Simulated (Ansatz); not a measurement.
ZrB, space group Fm-3m: an equation of state with a fit, run with Ansatz 0.2.0 through its Python package.

The script, `zrb_eos.py`:
```python
"""Equation of state of ZrB."""

from dataclasses import dataclass

import ansatz
import numpy as np


@dataclass(frozen=True)
class RunConfig:
    functional: str = "pbe"
    vdw: str = "d4"
    width_ev: float = 0.1
    max_iterations: int = 80
    kmesh: tuple[int, ...] = (10, 10, 10)


settings = RunConfig()

VECTORS = np.array([
    [0.0, 2.45632, 2.45632],
    [2.45632, 0.0, 2.45632],
    [2.45632, 2.45632, 0.0],
])
SITES = [
    ("Zr", [0.5, 0.5, 0.5]),
    ("B", [0.0, 0.0, 0.0]),
]


def make_crystal(cell):
    crystal = ansatz.Crystal(lattice=ansatz.Lattice.of(cell))
    for symbol, position in SITES:
        crystal = crystal.atom(symbol, position)
    return crystal

# scale the volume, keep shape and fractions
volumes, energies, pressures = [], [], []
for scale in np.linspace(0.94, 1.06, 7):
    cell = VECTORS * scale ** (1 / 3)
    job = (
        make_crystal(cell).calculation()
        .functional(settings.functional, dispersion=settings.vdw)
        .occupations(ansatz.OccupationsMethod.COLD, width=settings.width_ev)
        .basis(18 * ansatz.Ha)
        .scf(max_iterations=settings.max_iterations)
        .kpoints(*settings.kmesh)
        .stress()
    )
    data = job.run().report
    volumes.append(abs(np.linalg.det(cell)) / len(SITES))
    energies.append(data["free_energy_ev"] / len(SITES))
    pressures.append(np.trace(data["stress_gpa"]) / 3)
    print(f"V = {volumes[-1]:8.4f} A^3/atom  F = {energies[-1]:.5f} eV/atom  P = {pressures[-1]:8.3f} GPa")

# third-order Birch-Murnaghan: a cubic in V^(-2/3)
x = np.array(volumes) ** (-2 / 3)
poly = np.polynomial.Polynomial.fit(x, energies, 3).convert()
roots = poly.deriv().roots()
x0 = min((r.real for r in roots if abs(r.imag) < 1e-9 and poly.deriv(2)(r.real) > 0), key=lambda r: abs(r - x.mean()))
v0 = x0 ** -1.5
b0 = 4 / 9 * poly.deriv(2)(x0) * v0 ** (-7 / 3) * 160.21766
b1 = 4 + 2 / 3 * x0 * poly.deriv(3)(x0) / poly.deriv(2)(x0)
print(f"V0 = {v0:.4f} A^3/atom, B0 = {b0:.1f} GPa, dB/dP = {b1:.2f}")
```

From its runs, with one value withheld:

| V (Å³/atom) | F less the lowest row shown (meV/atom) |
| --- | --- |
| 13.931 | 9.19 |
| 14.227 | 1.22 |
| 14.524 | 0.00 |
| 14.820 | 4.88 |
| 15.117 | 15.26 |
| 15.413 | ? |
| 15.709 | 50.49 |

What is the missing energy at 15.413 Å³ an atom?

A third-order Birch-Murnaghan fit, E = E0 + (9 V0 B0 / 16) [(t - 1)³ B' + (t - 1)² (6 - 4t)] with t = (V0/V)^(2/3), through the 6 rows shown gives V0 = 14.431 Å³, B0 = 165.5 GPa, B' = 3.97 and E0 = -0.30 meV. At V = 15.413 Å³, t = 0.95707, and the fit interpolates to 30.63 meV. The run gave 30.63 meV, a miss of 0.00 meV.

Spin is left out of this run. Dispersion corrections can be off by several per cent in the lattices of metals, and by several GPa in the pressure at a fixed cell. The mesh is modest for a metal, so energies can be off by several to tens of meV an atom and pressures by half a GPa or more; differences at equal mesh fare better. Pressure is positive in compression. The structure comes from a database of computed cells and needn't be a stable or known phase. The whole script took 15 s on 1 thread of Arm Neoverse N1, with other jobs on the host, peak memory 0.37 GiB.
